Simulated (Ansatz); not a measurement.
**ClH₄NSi + NH₃: a complex and its separated parts**

The complex below is one end of an elementary step. How strongly is it bound against its free parts?

Method: PBE0-D4/def2-TZVP structures, single points in def2-TZVPP, no counterpoise correction; program: Ansatz 0.2.0, Gaussian basis.

Levels: SPW92, PBE-D4, BLYP-D4, r2SCAN-D4, B97M-V, PBE0-D4, B3LYP-D4, r2SCAN0-D4, BHLYP-D4, CAM-B3LYP-D4, wB97X-V, wB97M-V, B2PLYP, PBE-QIDH, RPA on PBE, Hartree-Fock, MP2, CCSD, CCSD(T).

Cores are frozen in the correlated methods. B3LYP uses VWN-RPA correlation. B2PLYP carries no dispersion term here.

21 further runs of the same task are left out: 21 set aside as unsound or not needed.

## Step 1: The system as given

The complex: 11 atoms, charge 0, spin multiplicity 1.

Atoms are counted from 1 here; the program's logs count them from 0.

Bond lengths: Si1–Cl2 2.324 Å, Si1–H3 1.483 Å, Si1–H4 1.526 Å, Si1–N5 1.699 Å, Si1–N7 1.950 Å, N5–H8 1.005 Å, N5–H9 1.006 Å, H6–N7 1.018 Å, N7–H10 1.016 Å, N7–H11 1.017 Å. Angles: Cl2–Si1–H3 88.2°, Cl2–Si1–H4 167.1°, Cl2–Si1–N5 88.5°, Cl2–Si1–N7 80.7°, H3–Si1–H4 99.4°, H3–Si1–N5 131.2°, H3–Si1–N7 106.7°, H4–Si1–N5 94.2°, H4–Si1–N7 87.0°, N5–Si1–N7 120.6°, Si1–N5–H8 122.8°, Si1–N5–H9 120.4°, H8–N5–H9 115.2°, Si1–N7–H6 108.7°, Si1–N7–H10 112.6°, Si1–N7–H11 107.0°, H6–N7–H10 112.2°, H6–N7–H11 107.0° and more.

As a file:

```xyz
11
charge 0, multiplicity 1
Si   -0.21181   -0.59516    0.02515
Cl    2.09268   -0.54804   -0.27245
H    -0.25138   -1.79572   -0.84461
H    -1.70700   -0.30219    0.11176
N     0.04462   -0.43120    1.69698
H     0.69389    0.80259   -1.80163
N    -0.07989    0.95040   -1.15692
H     0.94032   -0.58286    2.12775
H    -0.73554   -0.39485    2.33081
H    -0.95108    1.14800   -1.64077
H     0.16509    1.74894   -0.57589
```

Its parts: ClH₄NSi holds atoms 1, 2, 3, 4, 5, 8, 9; NH₃ holds atoms 6, 7, 10, 11. Each part counts its atoms afresh in its own runs.

## Step 2: Relaxing ClH₄NSi alone

relax-a/in.yaml reads:

```yaml
crystal:
  periodic: [false, false, false]
  atoms:
    - {symbol: Si, position_ang: [-0.211811, -0.595158, 0.025148]}
    - {symbol: Cl, position_ang: [2.092677, -0.548036, -0.272446]}
    - {symbol: H, position_ang: [-0.251376, -1.795721, -0.844606]}
    - {symbol: H, position_ang: [-1.706996, -0.302190, 0.111763]}
    - {symbol: N, position_ang: [0.044621, -0.431199, 1.696979]}
    - {symbol: H, position_ang: [0.940320, -0.582864, 2.127753]}
    - {symbol: H, position_ang: [-0.735541, -0.394852, 2.330813]}
basis:
  gaussian: {orbitals: def2-TZVP}
hamiltonian: {xc: pbe0, dispersion: d4}
relax: {f_tol: 0.005, max_steps: 200}
```

No record of the launch command was kept for these runs.

The program printed, shortened:

```text
Functional definition: PBE0
  name "PBE0"
  cite "Adamo & Barone, J. Chem. Phys. 110, 6158 (1999) doi:10.1063/1.478522"
  cite "Perdew, Burke & Ernzerhof, Phys. Rev. Lett. 77, 3865 (1996) doi:10.1103/PhysRevLett.77.3865"
  parent pbe
[...]
867 factors; their error is unknown
[...]
mean field -21947.96784873 eV, -806.5729415739 hartree, gradient 5.8e-5 eV, S^2 0.000000; 0 other end points of the search recorded, 0 dependent functions left out
[...]
reference -21947.96787664 eV, -806.5729425997 hartree; 21, 21 occupied and 108, 108 virtual orbitals, 867 factors
relax step   1: F+E_penalty+E_count = -21948.07746198 eV  Δ(F+E_penalty+E_count) = +0.000e0 eV  max|allowed force component| = 1.660e0 eV/Å  Δτ_max = 0.0000 Å  (26 SCF iters, accepted)
[...]
relax step   4: F+E_penalty+E_count = -21949.54791474 eV  Δ(F+E_penalty+E_count) = -3.579e-1 eV  max|allowed force component| = 8.112e-1 eV/Å  Δτ_max = 0.1945 Å  (27 SCF iters, accepted)
[...]
relax step   7: F+E_penalty+E_count = -21949.78699459 eV  Δ(F+E_penalty+E_count) = -2.186e-2 eV  max|allowed force component| = 6.730e-1 eV/Å  Δτ_max = 0.0886 Å  (29 SCF iters, accepted)
[...]
relax step  10: F+E_penalty+E_count = -21949.85565208 eV  Δ(F+E_penalty+E_count) = +4.094e-3 eV  max|allowed force component| = 3.677e-1 eV/Å  Δτ_max = 0.0661 Å  (28 SCF iters, rejected (line search))
[...]
relax step  13: F+E_penalty+E_count = -21949.86379012 eV  Δ(F+E_penalty+E_count) = +5.063e-4 eV  max|allowed force component| = 8.670e-2 eV/Å  Δτ_max = 0.0259 Å  (29 SCF iters, rejected (line search))
[...]
relax step  14: F+E_penalty+E_count = -21949.86441241 eV  Δ(F+E_penalty+E_count) = -1.160e-4 eV  max|allowed force component| = 1.874e-3 eV/Å  Δτ_max = 0.0130 Å  (30 SCF iters, accepted)
[...]
relax step  15: F+E_penalty+E_count = -21949.86442765 eV  Δ(F+E_penalty+E_count) = -1.524e-5 eV  max|allowed force component| = 2.127e-3 eV/Å  Δτ_max = 0.0072 Å  (31 SCF iters, accepted)
867 factors; their error is unknown
[...]
mean field -21949.75643731 eV, -806.6386709920 hartree, gradient 3.5e-5 eV, S^2 0.000000; 1 other end points of the search recorded, 0 dependent functions left out
[...]
reference -21949.75646542 eV, -806.6386720248 hartree; 21, 21 occupied and 108, 108 virtual orbitals, 867 factors
Total energy: -21949.86445576 eV, -806.6426405966 hartree
Atom 0 at    -0.097538    -0.742753     0.123211 Å, force     0.000793    -0.002127    -0.000015 eV/Å
Atom 1 at     1.527317     0.205719    -0.743797 Å, force    -0.001100     0.001064     0.000102 eV/Å
Atom 2 at    -0.036546    -2.145696    -0.338044 Å, force    -0.000938    -0.000172     0.000222 eV/Å
Atom 3 at    -1.291926    -0.018807    -0.360618 Å, force     0.001046     0.000807    -0.000743 eV/Å
Atom 4 at    -0.118703    -0.737035     1.823900 Å, force     0.000803     0.001077     0.001104 eV/Å
Atom 5 at     0.516809    -1.321546     2.343046 Å, force    -0.000546     0.000497    -0.000345 eV/Å
Atom 6 at    -0.327520     0.110097     2.327705 Å, force    -0.000058    -0.001146    -0.000324 eV/Å
Dipole moment:    -0.113769    -0.062573     0.399732 e Å
```

Wall time 16 s (4 threads, shared host); peak memory 0.23 GiB.

Step by step: (the energy doesn't fall at every step)

| step | energy from step 1 (eV) | largest force component (eV/Å) |
| --- | --- | --- |
| 1 | 0.0000 | 1.6600 |
| 2 | -0.6864 | 1.5770 |
| 3 | -1.1125 | 1.1250 |
| 4 | -1.4705 | 0.8112 |
| 5 | -1.6600 | 0.3979 |
| 6 | -1.6877 | 0.4193 |
| 7 | -1.7095 | 0.6730 |
| 8 | -1.7542 | 0.3306 |
| 9 | -1.7823 | 0.0829 |
| 10 | -1.7782 | 0.3677 |
| 11 | -1.7850 | 0.0437 |
| 12 | -1.7868 | 0.0064 |
| 13 | -1.7863 | 0.0867 |
| 14 | -1.7870 | 0.0019 |
| 15 | -1.7870 | 0.0021 |

Distances of close pairs at the start and the end, largest changes first:

| bond | before (Å) | after (Å) | change (Å) |
| --- | --- | --- | --- |
| Si1–Cl2 | 2.324 | 2.072 | -0.253 |
| Si1–H4 | 1.526 | 1.478 | -0.048 |
| Si1–H3 | 1.483 | 1.478 | -0.005 |
| N5–H6 | 1.005 | 1.007 | +0.002 |
| N5–H7 | 1.006 | 1.008 | +0.002 |
| Si1–N5 | 1.699 | 1.701 | +0.002 |

## Step 3: Relaxing NH₃ alone

relax-b/in.yaml reads:

```yaml
crystal:
  periodic: [false, false, false]
  atoms:
    - {symbol: H, position_ang: [0.693886, 0.802593, -1.801629]}
    - {symbol: N, position_ang: [-0.079895, 0.950396, -1.156916]}
    - {symbol: H, position_ang: [-0.951083, 1.147995, -1.640771]}
    - {symbol: H, position_ang: [0.165094, 1.748936, -0.575888]}
basis:
  gaussian: {orbitals: def2-TZVP}
hamiltonian: {xc: pbe0, dispersion: d4}
relax: {f_tol: 0.005, max_steps: 200}
```

The program printed, shortened:

```text
[... 5 set-up lines as earlier in the session ...]
[...]
287 factors; their error is unknown
[...]
mean field -1537.78010741 eV, -56.5123766025 hartree, gradient 6.8e-6 eV, S^2 0.000000; 0 other end points of the search recorded, 0 dependent functions left out
[...]
reference -1537.78012402 eV, -56.5123772130 hartree; 5, 5 occupied and 44, 44 virtual orbitals, 287 factors
relax step   1: F+E_penalty+E_count = -1537.78921191 eV  Δ(F+E_penalty+E_count) = +0.000e0 eV  max|allowed force component| = 4.922e-1 eV/Å  Δτ_max = 0.0000 Å  (21 SCF iters, accepted)
[...]
relax step   4: F+E_penalty+E_count = -1537.80842134 eV  Δ(F+E_penalty+E_count) = -1.155e-4 eV  max|allowed force component| = 1.429e-2 eV/Å  Δτ_max = 0.0029 Å  (25 SCF iters, accepted)
[...]
relax step   5: F+E_penalty+E_count = -1537.80842734 eV  Δ(F+E_penalty+E_count) = -6.005e-6 eV  max|allowed force component| = 6.612e-4 eV/Å  Δτ_max = 0.0006 Å  (25 SCF iters, accepted)
287 factors; their error is unknown
mean field -1537.79931171 eV, -56.5130823474 hartree, gradient 8.6e-6 eV, S^2 0.000000; 1 other end points of the search recorded, 0 dependent functions left out
[...]
reference -1537.79932813 eV, -56.5130829510 hartree; 5, 5 occupied and 44, 44 virtual orbitals, 287 factors
Total energy: -1537.80844377 eV, -56.5134179445 hartree
Atom 0 at     0.665537     0.811462    -1.811188 Å, force     0.000259    -0.000085    -0.000585 eV/Å
Atom 1 at    -0.075604     0.933925    -1.132235 Å, force    -0.000069    -0.000661     0.000562 eV/Å
Atom 2 at    -0.918708     1.152282    -1.648729 Å, force    -0.000269     0.000126    -0.000405 eV/Å
Atom 3 at     0.156777     1.752252    -0.583053 Å, force     0.000079     0.000620     0.000427 eV/Å
Dipole moment:     0.040796     0.285987    -0.202170 e Å
```

Run time: 0.75 s. Hardware: 4 threads, shared host.

Along the way:

| step | energy from step 1 (eV) | largest force component (eV/Å) |
| --- | --- | --- |
| 1 | 0.0000 | 0.4922 |
| 2 | -0.0153 | 0.2373 |
| 3 | -0.0191 | 0.0500 |
| 4 | -0.0192 | 0.0143 |
| 5 | -0.0192 | 0.0007 |

Close pairs (by a distance rule), those that changed most:

```
 bond  before (Å)  after (Å)  change (Å)
H1–N2       1.018      1.013      -0.005
N2–H4       1.017      1.013      -0.005
N2–H3       1.016      1.013      -0.003
```

## Step 4: wB97M-V/def2-TZVPP

parta/in.yaml reads:

```yaml
crystal:
  periodic: [false, false, false]
  atoms:
    - {symbol: Si, position_ang: [-0.097538, -0.742753, 0.123211]}
    - {symbol: Cl, position_ang: [1.527317, 0.205719, -0.743797]}
    - {symbol: H, position_ang: [-0.036546, -2.145696, -0.338044]}
    - {symbol: H, position_ang: [-1.291926, -0.018807, -0.360618]}
    - {symbol: N, position_ang: [-0.118703, -0.737035, 1.823900]}
    - {symbol: H, position_ang: [0.516809, -1.321546, 2.343046]}
    - {symbol: H, position_ang: [-0.327520, 0.110097, 2.327705]}
basis:
  gaussian: {orbitals: def2-TZVPP}
hamiltonian: {xc: {name: wB97M-V}}
```

partb/in.yaml reads:

```yaml
crystal:
  periodic: [false, false, false]
  atoms:
    - {symbol: H, position_ang: [0.665537, 0.811462, -1.811188]}
    - {symbol: N, position_ang: [-0.075604, 0.933925, -1.132235]}
    - {symbol: H, position_ang: [-0.918708, 1.152282, -1.648729]}
    - {symbol: H, position_ang: [0.156777, 1.752252, -0.583053]}
basis:
  gaussian: {orbitals: def2-TZVPP}
hamiltonian: {xc: {name: wB97M-V}}
```

Output in parta, shortened:

```text
Functional definition: wB97M-V
  name "wB97M-V"
  cite "Mardirossian & Head-Gordon, J. Chem. Phys. 144, 214110 (2016) doi:10.1063/1.4952647"
  cite "Becke, J. Chem. Phys. 107, 8554 (1997) doi:10.1063/1.475007"
  cite "Vydrov & Van Voorhis, J. Chem. Phys. 133, 244103 (2010) doi:10.1063/1.3521275"
  # Of w^i u^j: cxij and so on, Table III.
[...]
  gx(w, u) = 1 - cx + cx01*u + cx10*w
  gss(w, u) = css00 + css04*u^4 + css10*w + css20*w^2 + css43*w^4*u^3
  gos(w, u) = cos00 + cos10*w + (cos20 + cos21*u)*w^2 + (cos60 + cos61*u)*w^6
[...]
      + integral(e_c_pw_mod_opposite_spin*gos(b97_w_opposite, b97_u_opposite)) + vv10(b, c)
992 factors; their error is unknown
207 factors; integrals over basis functions are off by at most 2.6e-5 eV
[...]
mean field -21957.13663961 eV, -806.9098884239 hartree, gradient 8.2e-5 eV, S^2 0.000000; 0 other end points of the search recorded, 0 dependent functions left out
reference -21957.13668236 eV, -806.9098899951 hartree; 21, 21 occupied and 150, 150 virtual orbitals, 992 factors
Total energy: -21957.13668236 eV, -806.9098899951 hartree
```

Output in partb, shortened:

```text
[... 5 set-up lines as earlier in the session ...]
  # Of w^i u^j: cxij and so on, Table III.
[...]
  gx(w, u) = 1 - cx + cx01*u + cx10*w
  gss(w, u) = css00 + css04*u^4 + css10*w + css20*w^2 + css43*w^4*u^3
  gos(w, u) = cos00 + cos10*w + (cos20 + cos21*u)*w^2 + (cos60 + cos61*u)*w^6
[...]
      + integral(e_c_pw_mod_opposite_spin*gos(b97_w_opposite, b97_u_opposite)) + vv10(b, c)
332 factors; their error is unknown
93 factors; integrals over basis functions are off by at most 7.8e-6 eV
[...]
mean field -1538.84211170 eV, -56.5514045402 hartree, gradient 5.5e-5 eV, S^2 0.000000; 0 other end points of the search recorded, 0 dependent functions left out
reference -1538.84213857 eV, -56.5514055278 hartree; 5, 5 occupied and 68, 68 virtual orbitals, 332 factors
Total energy: -1538.84213857 eV, -56.5514055278 hartree
```

Wall times: 3.3 s (parta), 0.4 s (partb) on 4 threads, shared host; peak memory 0.44 GiB.

## Step 5: CCSD(T)/def2-TZVPP

Each input of step 4 (parta, partb) changes in the same lines:

```diff
-hamiltonian: {xc: {name: wB97M-V}}
+correlation: {method: ccsd_t}
```

Log of parta, shortened:

```text
Functional definition: HF
  name "HF"
  cite "Fock, Z. Phys. 61, 126 (1930) doi:10.1007/BF01340294"
[... 1 set-up line as earlier in the session ...]
[...]
987 factors; integrals over basis functions are off by at most 1.3e-3 eV
[...]
mean field -21914.63577377 eV, -805.3480104123 hartree, gradient 3.5e-6 eV, S^2 0.000000; 0 other end points of the search recorded, 0 dependent functions left out
11 core orbitals not correlated: weight in the atoms' cores, before any rotation towards them, 1.000 or more for the frozen orbitals, at most 0.000 for the correlated occupied ones
reference -21914.63577377 eV, -805.3480104123 hartree; 10, 10 occupied and 150, 150 virtual orbitals, 987 factors
second order -14.43611548 eV of doubles, -0.00000000 eV of singles
cycle   1  -15.10104810 eV  change   -6.6e-1 eV  update   7.2e-2
[...]
cycle   9  -15.49380643 eV  change    1.7e-6 eV  update   8.2e-6
perturbative correction -0.58370639 eV, -0.0214508144 hartree
Total energy: -21930.71328659 eV, -805.9388481109 hartree
```

partb printed, shortened:

```text
[... 4 set-up lines as earlier in the session ...]
[...]
416 factors; integrals over basis functions are off by at most 9.1e-4 eV
[...]
mean field -1529.85254382 eV, -56.2210440141 hartree, gradient 4.0e-6 eV, S^2 0.000000; 0 other end points of the search recorded, 0 dependent functions left out
1 core orbitals not correlated: weight in the atoms' cores, before any rotation towards them, 1.000 or more for the frozen orbitals, at most 0.000 for the correlated occupied ones
reference -1529.85254382 eV, -56.2210440141 hartree; 4, 4 occupied and 68, 68 virtual orbitals, 416 factors
second order -6.38825255 eV of doubles, -0.00000000 eV of singles
cycle   1  -6.57731422 eV  change   -1.9e-1 eV  update   3.9e-2
[...]
cycle   9  -6.72919952 eV  change    3.2e-6 eV  update   2.3e-6
perturbative correction -0.20701453 eV, -0.0076076438 hartree
Total energy: -1536.78875787 eV, -56.4759451789 hartree
```

Times: 11 s (parta), 0.25 s (partb) on 4 threads, shared host; peak memory 1.4 GiB.

## Step 6: Vibrations of ClH₄NSi

vib-parta/in.yaml reads:

```yaml
crystal:
  periodic: [false, false, false]
  atoms:
    - {symbol: Si, position_ang: [-0.097538, -0.742753, 0.123211]}
    - {symbol: Cl, position_ang: [1.527317, 0.205719, -0.743797]}
    - {symbol: H, position_ang: [-0.036546, -2.145696, -0.338044]}
    - {symbol: H, position_ang: [-1.291926, -0.018807, -0.360618]}
    - {symbol: N, position_ang: [-0.118703, -0.737035, 1.823900]}
    - {symbol: H, position_ang: [0.516809, -1.321546, 2.343046]}
    - {symbol: H, position_ang: [-0.327520, 0.110097, 2.327705]}
basis:
  gaussian: {orbitals: def2-TZVP}
hamiltonian: {xc: pbe0, dispersion: d4}
phonons: {temperatures: {t_min: 298.15, t_max: 900, t_step: 200}}
```

The program printed, shortened:

```text
[... 5 set-up lines as earlier in the session ...]
[...]
867 factors; their error is unknown
[...]
mean field -21949.75644007 eV, -806.6386710931 hartree, gradient 1.5e-5 eV, S^2 0.000000; 0 other end points of the search recorded, 0 dependent functions left out
[...]
reference -21949.75646805 eV, -806.6386721216 hartree; 21, 21 occupied and 108, 108 virtual orbitals, 867 factors
[... from here to the last solve, the lines of the solves are left out (41 solves) ...]
867 factors; their error is unknown
mean field -21949.75638637 eV, -806.6386691197 hartree, gradient 1.6e-6 eV, S^2 0.000000; 0 other end points of the search recorded, 0 dependent functions left out
[...]
reference -21949.75641434 eV, -806.6386701479 hartree; 21, 21 occupied and 108, 108 virtual orbitals, 867 factors
Total energy: -21949.86445839 eV, -806.6426406935 hartree
Atom 0 at    -0.097538    -0.742753     0.123211 Å, force     0.000810    -0.002111    -0.000055 eV/Å
Atom 1 at     1.527317     0.205719    -0.743797 Å, force    -0.001111     0.001064     0.000088 eV/Å
Atom 2 at    -0.036546    -2.145696    -0.338044 Å, force    -0.000929    -0.000187     0.000238 eV/Å
Atom 3 at    -1.291926    -0.018807    -0.360618 Å, force     0.001067     0.000809    -0.000725 eV/Å
Atom 4 at    -0.118703    -0.737035     1.823900 Å, force     0.000745     0.001078     0.001121 eV/Å
Atom 5 at     0.516809    -1.321546     2.343046 Å, force    -0.000535     0.000494    -0.000358 eV/Å
Atom 6 at    -0.327520     0.110097     2.327705 Å, force    -0.000047    -0.001147    -0.000309 eV/Å
Dipole moment:    -0.113774    -0.062573     0.399729 e Å
Vibrations: 232.68 242.87 430.24 526.37 536.52 758.79 875.12 899.18 911.87 939.99 1585.23 2261.21 2270.88 3602.93 3695.99 cm⁻¹, zero-point energy 1.225576 eV
```

Run time: 26 s. Hardware: 4 threads, shared host; peak memory 0.23 GiB.

Wavenumbers and character of the modes:

| mode | wavenumber (cm⁻¹) | character |
| --- | --- | --- |
| 1 | 233 | bend |
| 2 | 243 | torsion |
| 3 | 430 | torsion |
| 4 | 526 | Si–Cl stretch |
| 5 | 537 | bend with torsion |
| 6 | 759 | bend |
| 7 | 875 | Si–N stretch with bend |
| 8 | 899 | bend with torsion |
| 9 | 912 | bend |
| 10 | 940 | bend with torsion |
| 11 | 1585 | bend |
| 12 | 2261 | Si–H stretch |
| 13 | 2271 | Si–H stretch |
| 14 | 3603 | N–H stretch |
| 15 | 3696 | N–H stretch |

Vibrational sums (real modes only):

```csv
T (K),entropy (J/mol/K),heat capacity (J/mol/K)
298,27.0,42.2
498,54.6,64.9
698,78.9,78.7
898,99.9,88.2
```

## Step 7: Vibrations of NH₃

vib-partb/in.yaml reads:

```yaml
crystal:
  periodic: [false, false, false]
  atoms:
    - {symbol: H, position_ang: [0.665537, 0.811462, -1.811188]}
    - {symbol: N, position_ang: [-0.075604, 0.933925, -1.132235]}
    - {symbol: H, position_ang: [-0.918708, 1.152282, -1.648729]}
    - {symbol: H, position_ang: [0.156777, 1.752252, -0.583053]}
basis:
  gaussian: {orbitals: def2-TZVP}
hamiltonian: {xc: pbe0, dispersion: d4}
phonons: {temperatures: {t_min: 298.15, t_max: 900, t_step: 200}}
```

The program printed, shortened:

```text
[... 5 set-up lines as earlier in the session ...]
[...]
287 factors; their error is unknown
[...]
mean field -1537.79931161 eV, -56.5130823438 hartree, gradient 1.4e-5 eV, S^2 0.000000; 0 other end points of the search recorded, 0 dependent functions left out
[...]
reference -1537.79932789 eV, -56.5130829420 hartree; 5, 5 occupied and 44, 44 virtual orbitals, 287 factors
[... from here to the last solve, the lines of the solves are left out (23 solves) ...]
287 factors; their error is unknown
mean field -1537.79926240 eV, -56.5130805355 hartree, gradient 1.4e-6 eV, S^2 0.000000; 0 other end points of the search recorded, 0 dependent functions left out
[...]
reference -1537.79927868 eV, -56.5130811336 hartree; 5, 5 occupied and 44, 44 virtual orbitals, 287 factors
Total energy: -1537.80844352 eV, -56.5134179355 hartree
Atom 0 at     0.665537     0.811462    -1.811188 Å, force     0.000279    -0.000084    -0.000598 eV/Å
Atom 1 at    -0.075604     0.933925    -1.132235 Å, force    -0.000091    -0.000658     0.000581 eV/Å
Atom 2 at    -0.918708     1.152282    -1.648729 Å, force    -0.000270     0.000127    -0.000404 eV/Å
Atom 3 at     0.156777     1.752252    -0.583053 Å, force     0.000082     0.000615     0.000421 eV/Å
Dipole moment:     0.040796     0.285987    -0.202170 e Å
Vibrations: 1030.80 1669.50 1669.55 3502.46 3631.58 3631.60 cm⁻¹, zero-point energy 0.938280 eV
```

It took 2 s on 4 threads, shared host.

Wavenumbers and character of the modes:

```
mode  wavenumber (cm⁻¹)    character
   1               1031         bend
   2               1670         bend
   3               1670         bend
   4               3502  N–H stretch
   5               3632  N–H stretch
   6               3632  N–H stretch
```

Vibrational sums (real modes only):

```
T (K)  entropy (J/mol/K)  heat capacity (J/mol/K)
  298                0.4                      1.8
  498                2.6                      7.4
  698                6.0                     13.4
  898               10.1                     18.8
```

## Step 8: Complex less separated parts

The complex's own energies come from single points at the same levels. Levels not printed above were run the same way.

Rows are in def2-TZVPP; times add the 3 runs of a level on a shared host, so small differences are noise.

Differences are taken before rounding.

| method | rung | complex less parts (kJ/mol) | from CCSD(T) (kJ/mol) | time |
| --- | --- | --- | --- | --- |
| SPW92 | LDA | -20.3 | -46.5 | 1.7 s |
| PBE-D4 | GGA | 13.8 | -12.4 | 2.6 s |
| BLYP-D4 | GGA | 27.0 | +0.8 | 2.6 s |
| r2SCAN-D4 | meta-GGA | 16.2 | -10.0 | 5.7 s |
| B97M-V | meta-GGA | 18.5 | -7.7 | 11 s |
| PBE0-D4 | hybrid | 14.9 | -11.2 | 3.7 s |
| B3LYP-D4 | hybrid | 26.5 | +0.3 | 3.5 s |
| r2SCAN0-D4 | hybrid | 16.2 | -10.0 | 6.2 s |
| BHLYP-D4 | hybrid | 26.8 | +0.7 | 3.5 s |
| CAM-B3LYP-D4 | range-separated hybrid | 24.3 | -1.9 | 3.9 s |
| wB97X-V | range-separated hybrid | 22.5 | -3.7 | 9.3 s |
| wB97M-V | range-separated hybrid | 19.1 | -7.1 | 10 s |
| B2PLYP | double hybrid | 33.8 | +7.6 | 6.1 s |
| PBE-QIDH | double hybrid | 19.2 | -7.0 | 6.2 s |
| RPA on PBE | RPA | 33.5 | +7.3 | 5.9 s |
| Hartree-Fock | wavefunction | 63.2 | +37.0 |  |
| MP2 | wavefunction | 21.7 | -4.5 |  |
| CCSD | wavefunction | 31.6 | +5.4 |  |
| CCSD(T) | wavefunction | 26.2 | 0 | 1.8 min |

Among the levels timed on like hardware and quicker than the yardstick, those that no quicker one beats, quickest first: SPW92 (1.7 s, -46.5 kJ/mol); BLYP-D4 (2.6 s, +0.8 kJ/mol); B3LYP-D4 (3.5 s, +0.3 kJ/mol).

For cost: B3LYP-D4 gets within 0.3 kJ/mol in 3.5 s, where CCSD(T) took 1.8 min; the quickest level in the cost chart, SPW92, takes 1.7 s and misses by 46.5 kJ/mol.

The complex's zero-point energy, from a separate PBE0-D4 run, is 2.322 eV.

## Step 9: Summary of results

| quantity | value |
| --- | --- |
| complex less parts, CCSD(T)/def2-TZVPP | +26.2 kJ/mol |
| with zero-point energy | +41.4 kJ/mol |
| largest T1 diagnostic | 0.009 |

**Reading.** At CCSD(T) the complex lies 26.2 kJ/mol above its parts. The functionals run from B3LYP-D4, off by +0.3 kJ/mol, to SPW92, off by -46.5 kJ/mol, against CCSD(T). Mean unsigned error by rung: LDA 46.5, GGA 6.6, meta-GGA 8.8, hybrid 5.6, range-separated hybrid 4.2, double hybrid 7.3 kJ/mol. PBE-D4 gives a relative energy 12.4 kJ/mol too low, outside chemical accuracy (1 kcal/mol, 4.2 kJ/mol). No counterpoise was applied, and triple zeta lacks some correlation, so the CCSD(T) reference has a basis error of its own, and close matches with it are partly luck.
